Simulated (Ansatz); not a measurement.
# Cd on several prototypes: a ranking of structure types by relaxed energy

Computed with Ansatz 0.2.0 through its Python package.

The cells in order, each with its output:

In [1]:
```python
import warnings

import ansatz as az
import numpy as np
import spglib
from tabulate import tabulate
```

In [2]:
```python
def sc(A, a):
    return (
        az.Lattice.cubic(a)
        .space_group(221)
        .atom(A, (0, 0, 0))
    )
```

In [3]:
```python
def diamond(first, a):
    return az.Crystal.diamond(first, a=a)
```

In [4]:
```python
def fcc(a_site, a):
    return (
        az.Lattice.fcc(a)
        .space_group(225)
        .atom(a_site, (0, 0, 0))
        .primitive()
    )


def solve(name, crystal):
    calc = (
        crystal.calculation()
        .functional("r2SCAN")
        .mixing("msr1", ndim=4, beta=0.4)
        .scf(max_iterations=150)
        .basis(600)
        .kpoints(spacing=0.39)
        .occupations("gaussian", width=0.1)
        .stress()
        .band_table()
    )
    calc = calc.relax(force_tolerance=0.03, max_steps=60, cell=True)
    return calc.run()
```

In [5]:
```python
def volume_per_atom(outcome):
    return abs(np.linalg.det(outcome.lattice.cell_ang)) / len(outcome.lattice.sites)
```

In [6]:
```python
def space_group(outcome):
    sites = outcome.report["lattice"]["sites"]
    kinds = sorted({site["symbol"] for site in sites})
    cell = (outcome.lattice.cell_ang, [site["position_frac"] for site in sites], [kinds.index(site["symbol"]) for site in sites])
    return spglib.get_spacegroup(cell, symprec=0.01)
```

In [7]:
```python
def pressure_gpa(outcome):
    return float(np.trace(outcome.report["stress_gpa"]) / 3)
```

In [8]:
```python
# starting lattice constants are rough guesses; the relaxation finds the rest
warnings.simplefilter("ignore", az.DeckWarning)
```

In [9]:
```python
phases = {}
phases["sc"] = sc("Cd", 2.87)
phases["diamond"] = diamond("Cd", 6.08)
phases["fcc"] = fcc("Cd", 4.42)
```

In [10]:
```python
done = {}
for name, crystal in phases.items():
    try:
        done[name] = solve(name, crystal)
    except az.NonConvergedError as error:
        print(name, "did not converge:", str(error)[:120])
```

In [11]:
```python
energy = {name: o.report["energy_sigma0_ev"] / len(o.lattice.sites) for name, o in done.items()}
lowest = min(energy.values())
rows = [(name, len(o.lattice.sites), 1000 * (energy[name] - lowest), volume_per_atom(o), space_group(o), pressure_gpa(o)) for name, o in done.items()]
rows.sort(key=lambda row: row[2])
print(tabulate(rows, headers=["phase", "atoms", "dE (meV/atom)", "V (A^3/atom)", "space group", "P (GPa)"], floatfmt=".4f", tablefmt="psql"))
```
```text
+---------+---------+-----------------+----------------+---------------+-----------+
| phase   |   atoms |   dE (meV/atom) |   V (A^3/atom) | space group   |   P (GPa) |
|---------+---------+-----------------+----------------+---------------+-----------|
| fcc     |       1 |          0.0000 |        21.4966 | Fm-3m (225)   |    0.0341 |
| sc      |       1 |        141.4708 |        26.0416 | Pm-3m (221)   |   -0.0010 |
| diamond |       2 |        444.0998 |        33.8589 | Fd-3m (227)   |    0.0466 |
+---------+---------+-----------------+----------------+---------------+-----------+
```

By space group at the end of each run: Fm-3m (+0 meV an atom, 21.5 Å³), Pm-3m (+141 meV an atom, 26.0 Å³) and Fd-3m (+444 meV an atom, 33.9 Å³).

The settings weren't tested for convergence. Pressure is positive in compression. The cells are built on prototypes, so most aren't the phase found in nature. Rows bear the name of their start, and a relaxation keeps or raises the symmetry. Differences under about 40 meV an atom lie within the error of mesh and functional. Wall time of the script: 28 s on 1 thread of Arm Neoverse V2, on a shared host, peak memory 0.68 GiB.

(Lines on the test bed's own set-up are left out of the output.)
